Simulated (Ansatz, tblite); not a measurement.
**The cluster Y3O3+: rung by rung**

One table from this session's results is given with a row withheld; the runs are named, their logs left out.

The runs use Ansatz 0.2.0, Gaussian basis; as each input shows.

Plan: GFN1-xTB, GFN2-xTB, PBE-D4/def2-TZVP, r2SCAN-D4/def2-TZVP, B2PLYP/def2-TZVP, HSE06-D4/def2-TZVP, ωB97M-V/def2-TZVP, PBE-D4/def2-SVP, PBE0-D4/def2-SVP, CCSD(T)/def2-SVP, MP2/def2-TZVP.

7 further runs of the same task are left out: 7 set aside as unsound or not needed. Runs told in other sessions of the task aren't counted.

## The relaxed structure

The singlet was relaxed beforehand with r2SCAN-D4/def2-SVP. At that level it is the lowest of the isomers that a small search found.

6 atoms, charge 1, spin multiplicity 1.

Bond lengths: Y1–O4 2.036 Å, Y1–O5 2.184 Å, Y1–O6 2.037 Å, Y2–O5 2.136 Å, Y2–O6 1.993 Å, Y3–O4 1.993 Å, Y3–O5 2.137 Å. Angles: O4–Y1–O5 79.6°, O4–Y1–O6 109.1°, O5–Y1–O6 79.6°, O5–Y2–O6 81.7°, O4–Y3–O5 81.7°, Y1–O4–Y3 103.7°, Y1–O5–Y2 94.3°, Y1–O5–Y3 94.3°, Y2–O5–Y3 100.0°, Y1–O6–Y2 103.7°.

Y takes a core potential in the def2 sets. No spin-orbit coupling is included. The ion is computed in the gas phase, without counter-ions or solvent.

PBE0-D4/def2-TZVP was run before; its log isn't repeated, and its numbers join the tables.

The first run:

Tight binding, by tblite at 300 K electronic temperature and without a spin-polarisation term:

```python
tblite.interface.Calculator('GFN1-xTB', numbers, positions, charge=1, uhf=0).singlepoint()
```

Tight binding, by tblite at 300 K electronic temperature and without a spin-polarisation term:

```python
tblite.interface.Calculator('GFN2-xTB', numbers, positions, charge=1, uhf=0).singlepoint()
```

start.molden holds the orbitals of an earlier run on this state, given as this run's starting guess.

in.yaml reads:

```yaml
crystal:
  periodic: [false, false, false]
  atoms:
    - {symbol: Y, position_ang: [-0.969960, 1.050515, -0.500876]}
    - {symbol: Y, position_ang: [-0.488443, -1.689721, 1.015180]}
    - {symbol: Y, position_ang: [1.974652, -0.118678, -0.459330]}
    - {symbol: O, position_ang: [0.982310, 1.604880, -0.331899]}
    - {symbol: O, position_ang: [0.016530, -0.859039, -0.887135]}
    - {symbol: O, position_ang: [-1.515089, 0.012043, 1.164050]}
basis:
  gaussian: {orbitals: def2-TZVP, initial_orbitals: start.molden}
total_charge: 1
hamiltonian: {xc: pbe, dispersion: d4}
scf: {omitted_lower_state_checks: [starts]}
output: {forces: true, orbitals: {seedname: orbitals}}
```

Launch:

```sh
$ ansatz run in.yaml --threads 4 --pin off --events-out ev --progress --plain --max-ram 4787MiB
```

Steps of the session up to this table: PBE-D4/def2-TZVP; r2SCAN-D4/def2-TZVP; B2PLYP/def2-TZVP; HSE06-D4/def2-TZVP; ωB97M-V/def2-TZVP; PBE-D4/def2-SVP; PBE0-D4/def2-SVP; CCSD(T)/def2-SVP; MP2/def2-TZVP.

One of the session's tables, all rows but one given; the rest of the session is left out.

It belongs to the step «Levels side by side». 

```
              level  HOMO (eV)  LUMO (eV)  gap (eV)
    PBE-D4/def2-SVP      -7.16      -5.70      1.47
   PBE-D4/def2-TZVP      -7.16      -5.71      1.46
r2SCAN-D4/def2-TZVP      -7.05      -5.43      1.62
   PBE0-D4/def2-SVP      -7.65      -5.14      2.51
  PBE0-D4/def2-TZVP      -7.64      -5.14      2.50
 HSE06-D4/def2-TZVP      -7.30      -5.48      1.82
  ωB97M-V/def2-TZVP          ?          ?         ?
```

**Question.** Estimate the row for ωB97M-V/def2-TZVP.

The run gave: HOMO (eV): -9.10; LUMO (eV): -4.04; gap (eV): 5.06. In the column «HOMO (eV)» it is the lowest.
